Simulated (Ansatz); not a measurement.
# CH9NOSiSn: the cost of one run

Program: Ansatz 0.2.0. Level of theory: RKS PBE0/def2-SVP. These are calculated values, not measurements.

### 1 The structure to begin with

Bond lengths: C1–Sn2 2.141 Å, Sn2–O3 1.954 Å, Sn2–N4 2.082 Å, N4–Si5 1.757 Å, C1–H6 1.164 Å, C1–H7 1.063 Å, C1–H8 1.096 Å, Sn2–H9 1.740 Å, O3–H10 1.026 Å, N4–H11 1.110 Å, Si5–H12 1.478 Å, Si5–H13 1.448 Å, Si5–H14 1.425 Å. Angles (14 of 22 angles, heavy atoms first): C1–Sn2–O3 108.8°, C1–Sn2–N4 110.1°, O3–Sn2–N4 108.1°, Sn2–N4–Si5 108.2°, C1–Sn2–H9 110.5°, O3–Sn2–H9 107.9°, N4–Sn2–H9 111.3°, Sn2–C1–H6 106.9°, Sn2–C1–H7 111.4°, Sn2–C1–H8 107.0°, Sn2–O3–H10 106.2°, Sn2–N4–H11 101.6°, Si5–N4–H11 105.0°, N4–Si5–H12 112.1°.

As a file:

```xyz
14

C    -1.5622    0.1854    1.1548
Sn   -0.3404    1.1834   -0.2926
O     1.1655    2.0248    0.6262
N     0.4223   -0.1917   -1.6568
Si    1.3209   -1.4092   -0.7642
H    -2.0595    1.0133    1.8054
H    -0.9881   -0.4788    1.7547
H    -2.3770   -0.3017    0.6062
H    -1.2440    2.4359   -1.0942
H     1.4432    1.3769    1.3722
H    -0.5011   -0.7062   -1.9956
H     0.5009   -2.0470    0.2876
H     2.4073   -0.7051   -0.1146
H     1.7994   -2.4092   -1.6603
```

### 2 End point A

File input.yaml:

```yaml
crystal:
  periodic: [false, false, false]
  atoms:
    - { symbol: C, position_ang: [-1.5622, 0.1854, 1.1548] }
    - { symbol: Sn, position_ang: [-0.3404, 1.1834, -0.2926] }
    - { symbol: O, position_ang: [1.1655, 2.0248, 0.6262] }
    - { symbol: "N", position_ang: [0.4223, -0.1917, -1.6568] }
    - { symbol: Si, position_ang: [1.3209, -1.4092, -0.7642] }
    - { symbol: H, position_ang: [-2.0595, 1.0133, 1.8054] }
    - { symbol: H, position_ang: [-0.9881, -0.4788, 1.7547] }
    - { symbol: H, position_ang: [-2.377, -0.3017, 0.6062] }
    - { symbol: H, position_ang: [-1.244, 2.4359, -1.0942] }
    - { symbol: H, position_ang: [1.4432, 1.3769, 1.3722] }
    - { symbol: H, position_ang: [-0.5011, -0.7062, -1.9956] }
    - { symbol: H, position_ang: [0.5009, -2.047, 0.2876] }
    - { symbol: H, position_ang: [2.4073, -0.7051, -0.1146] }
    - { symbol: H, position_ang: [1.7994, -2.4092, -1.6603] }
basis:
  gaussian: { orbitals: def2-SVP }
hamiltonian:
  xc: pbe0
relax:
  f_tol: 0.015
  max_steps: 40
```

Launch:

```sh
ansatz run input.yaml --threads 2 --pin off --max-ram 3072MiB --backend cpu --events-out ev --progress --plain --runs-dir out
```

**Question.** How long does this run take on 2 threads of Intel Xeon Platinum 8488C (Sapphire Rapids), shared host, and how much memory does it need?

About 2.1 min, with a peak of 0.37 GiB.
